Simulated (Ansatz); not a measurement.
# BFGaH4N: from a rough start to a minimum

What shape does BFGaH4N take? The plan is to relax it, check the end point by its vibrations and derive ideal-gas thermochemistry, and look at its orbitals and charge.

The runs use Ansatz 0.2.0, Gaussian basis; RKS PBE0-D4/def2-TZVP.

Plan: relaxation at PBE0-D4/def2-TZVP; harmonic vibrations at the same level; a single point in def2-TZVPP for the fields.

## 1. Where the work starts

8 atoms, charge 0, spin multiplicity 1.

Atoms are counted from 1 here; the program's logs count them from 0.

Bond lengths: B1–N2 1.399 Å, B1–H5 1.173 Å, B1–H6 1.172 Å, N2–Ga3 1.864 Å, N2–H7 1.018 Å, Ga3–F4 1.745 Å, Ga3–H8 1.530 Å. Angles: N2–B1–H5 118.3°, N2–B1–H6 119.7°, H5–B1–H6 122.0°, B1–N2–Ga3 130.3°, B1–N2–H7 117.1°, Ga3–N2–H7 112.6°, N2–Ga3–F4 112.9°, N2–Ga3–H8 129.7°, F4–Ga3–H8 117.5°.

Geometry (Å):

```csv
atom,x (Å),y (Å),z (Å)
B1,0.5068,1.3892,-0.3438
N2,0.1402,0.2896,0.4395
Ga3,-0.5284,-1.3772,-0.0594
F4,-0.8338,-2.4208,1.3049
H5,0.3976,1.3030,-1.5085
H6,0.9097,2.3613,0.1719
H7,0.2412,0.3841,1.4485
H8,-0.8334,-1.9293,-1.4530
```

The start is a GFN2-xTB geometry.

## 2. Optimising with PBE0-D4/def2-TZVP

The input, in.yaml:

```yaml
crystal:
  periodic: [false, false, false]
  atoms:
    - {symbol: B, position_ang: [0.506800, 1.389180, -0.343780]}
    - {symbol: N, position_ang: [0.140200, 0.289630, 0.439490]}
    - {symbol: Ga, position_ang: [-0.528370, -1.377150, -0.059390]}
    - {symbol: F, position_ang: [-0.833780, -2.420840, 1.304860]}
    - {symbol: H, position_ang: [0.397610, 1.303040, -1.508520]}
    - {symbol: H, position_ang: [0.909720, 2.361340, 0.171870]}
    - {symbol: H, position_ang: [0.241200, 0.384070, 1.448530]}
    - {symbol: H, position_ang: [-0.833390, -1.929270, -1.453050]}
basis:
  gaussian: {orbitals: def2-TZVP}
hamiltonian: {xc: pbe0, dispersion: d4}
relax: {f_tol: 0.005, max_steps: 150}
```

Launch:

```bash
$ ansatz run in.yaml --threads 2 --pin off --events-out ev --progress --plain --max-ram 4352MiB
```

Further steps of the session: Force constants and modes; A single point for the fields.

Before running them: what should the planned runs give, taken together? Wanted: point group; shift from the start; total energy; dispersion term; dipole moment; lowest, highest wavenumber; zero-point energy; HOMO, LUMO.

As calculated:

| quantity | value |
| --- | --- |
| point group | Cs |
| steps | 8 |
| shift from the start (rms) | 0.092 Å |
| total energy | -57318.5641 eV |
| dispersion term | -115 meV |
| dipole moment | 0.67 D |
| lowest, highest wavenumber | 91, 3601 cm⁻¹ |
| zero-point energy | 123.6 kJ/mol |
| entropy at 298.15 K | 324.5 J/(mol K) |
| HOMO, LUMO | -8.83, -1.18 eV |

The atoms moved 0.09 Å (rms) from the start; the bond that changed most is B1–H5, from 1.173 to 1.202 Å. No mode is imaginary: a true minimum at this level. The stiffest mode, 3601 cm⁻¹, is an N–H stretch, and 2 modes under 200 cm⁻¹ make the vibrational entropy uncertain. Harmonic hybrid wavenumbers usually lie a few per cent above measured fundamentals. The largest Mulliken charge, +0.56 e, sits on Ga3. The HOMO lies mostly on H6 33 %; H5 25 % and the LUMO on Ga3 48 %; H8 19 %.
